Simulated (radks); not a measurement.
# Tm³⁺ in [Kr] 4d10 4f13 5s2 5p5: an all-electron calculation

What are the levels of the thulium ion Tm3+, how large are its shells, and how does its energy divide?

Method: Dirac Kohn-Sham, PBE, spin-unpolarised, spherical densities, point nucleus; open shells fill j = l - 1/2 first. Code: radks (a radial shooting solver on a logarithmic mesh, Libxc functionals) version 1.

## (1) The system

```
element       : thulium (Z = 69)
charge        : +3
electrons     : 66
configuration : [Kr] 4d10 4f13 5s2 5p5
```

## (2) The run

Input:

```text
Z 69
configuration [Kr] 4d10 4f13 5s2 5p5
relativity Dirac
functional pbe,pbe
spin unpolarised
j_filling energy
nucleus point
c 137.035999084
```

Command:

```sh
python run_ks.py task.json out
```

The same process makes all the runs of this session.

What does the calculation give?

**Answer**, as computed:

| quantity | value |
| --- | --- |
| total energy | -13579.7911 hartree |
| exchange-correlation share of it | 2.11 % |
| −T/E | 1.1076 |
| highest occupied level | 4f7/2, -31.275 eV |
| most extended occupied level | 5p3/2, <r> = 1.46 bohr |
| radius at density 0.001 e/bohr³ | 3.14 bohr |
| maxima of the radial density | 4 |

What this shows: The radial density shows 4 maxima for 5 occupied principal shells; where shells overlap, one shows as a shoulder or not at all. −T/E is 1.108: with relativity the kinetic term as defined here no longer equals −E. This is not the tabulated ground configuration, so its levels and sizes aren't those of the ground state, and no measured value stands beside it.
